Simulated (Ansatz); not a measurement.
# NiS2 (Vaesite): the cost of one run

Program: the Python package of Ansatz 0.2.0. Level of theory: DFT LDA, plane waves, PAW. These are calculated values, not measurements.

## 1. Starting point

Symmetry: Pa-3, No. 205, cubic system. Conventional cell: a = 5.687 Å, b = 5.687 Å, c = 5.687 Å, α = 90.00°, β = 90.00°, γ = 90.00°. Ni (site symmetry -3) is surrounded by 6 S at 2.40 Å. S (site symmetry 3) has 1 S at 2.06 Å and 3 Ni at 2.40 Å in its first shell of neighbours.

The script reads nis2.extxyz:

```xyz
12
Lattice="5.6873 0.0 0.0 0.0 5.6873 0.0 0.0 0.0 5.6873" Properties=species:S:1:pos:R:3:initial_magmoms:R:1 pbc="T T T"
Ni    0.00000000    0.00000000    0.00000000  2.00
Ni    2.84365000    0.00000000    2.84365000  2.00
Ni    2.84365000    2.84365000    0.00000000  2.00
Ni    0.00000000    2.84365000    2.84365000  2.00
S     2.24932715    2.24932715    2.24932715  0.00
S     0.59432285    3.43797285    5.09297715  0.00
S     5.09297715    0.59432285    3.43797285  0.00
S     3.43797285    5.09297715    0.59432285  0.00
S     3.43797285    3.43797285    3.43797285  0.00
S     5.09297715    2.24932715    0.59432285  0.00
S     0.59432285    5.09297715    2.24932715  0.00
S     2.24932715    0.59432285    5.09297715  0.00
```

## 2. Script

relax_nis2.py

```python
# -*- coding: utf-8 -*-
"""Relax the ions of NiS2 at fixed cell."""

import warnings

import ansatz
from ase import Atoms
from ase.io import write
import numpy as np

warnings.simplefilter("ignore", ansatz.DeckWarning)

structure = ansatz.Crystal.from_extxyz("nis2.extxyz")
# push one atom off its site

calculation = (
    structure.move(6, to=(0.8955, 0.1045, 0.630875)).calculation()
    .functional(ansatz.Functional.LDA)
    .pseudopotentials("paw")
    .basis(18 * ansatz.Ha)
    .kpoints(4)
    .occupations("Fermi-Dirac", width=0.15)
    .spin("collinear")
    .relax()
)
steps = []


def follow(event):
    if event["event"] != "relax_step":
        return
    row = event["data"]
    steps.append(row)
    print(f"step {row['step']:3d}  E = {row['lagrangian_ev']:.5f} eV  largest force component = {row['allowed_force_max_ev_ang']:.4f} eV/A")


res = calculation.session().plan(threads=1).execute(on_event=follow)
r = res.report

first, last = steps[0], steps[-1]
symbols = [site.symbol for site in res.lattice.sites]
print(f"energy gained {first['lagrangian_ev'] - last['lagrangian_ev']:.4f} eV in {len(steps) - 1} steps")

print("atom   start x y z (A)              end x y z (A)")
for symbol, a, b in zip(symbols, first["positions_ang"], last["positions_ang"]):
    print(f"{symbol:3s}", " ".join(f"{v:8.4f}" for v in a), "  ", " ".join(f"{v:8.4f}" for v in b))

relaxed = Atoms(symbols, positions=[site.position_ang for site in res.lattice.sites], cell=res.lattice.cell_ang, pbc=True)
write("relaxed.cif", relaxed, format="cif")

print(f"free energy      {r['free_energy_ev']:.5f} eV")
print(f"per atom         {r['free_energy_ev'] / len(res.lattice.sites):.5f} eV")
print(f"SCF iterations   {r['n_iterations']}  (converged: {r['converged']})")
```

## 3. Running it

The run is started by

```bash
python relax_nis2.py
```

**Question.** How long does this script take on 1 thread of AMD EPYC 7R43 (Zen 3), shared host, and how much memory does it need?

About 11 min, with a peak of 1.2 GiB.
